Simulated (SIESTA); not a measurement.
# Sn3Te in SIESTA: the effect of basis

Sn3Te:

```
Te Sn
1.0
     4.86562    0.00000    0.00000
     0.00000    4.86562    0.00000
     0.00000    0.00000    4.86562
Te Sn
1 3
Direct
  0.00000 0.00000 0.00000
  0.00000 0.50000 0.50000
  0.50000 0.00000 0.50000
  0.50000 0.50000 0.00000
```

The cell comes from a database or a generator and needn't be the stable form of this composition.

Alike in all runs:

| Property | Result |
| --- | --- |
| Program | SIESTA 5.4.2 |
| Task | band structure |
| Functional | PBEsol |
| Potentials or basis | PseudoDojo 0.4 standard (PBEsol files) |
| Grid cutoff | 500 Ry |
| Energy shift | 0.003 Ry |
| k mesh | 6 × 6 × 6 |
| Occupations | fermi-dirac, width 0.05 eV |
| Spin | no spin polarisation |

| basis | pressure (GPa) |
| --- | --- |
| SZ | 4.7 |
| SZP | -0.6 |
| DZ | ? |
| DZP | -1.4 |
| TZP | -1.7 |
| TZDP | -1.9 |

**Question.** What does the run with basis DZ give?

**Answer.** Pressure 0.0 GPa.

Caveats: the basis of atomic orbitals isn't converged, which shifts pressures, moduli and gaps; the basis has no polarisation orbitals (some runs).
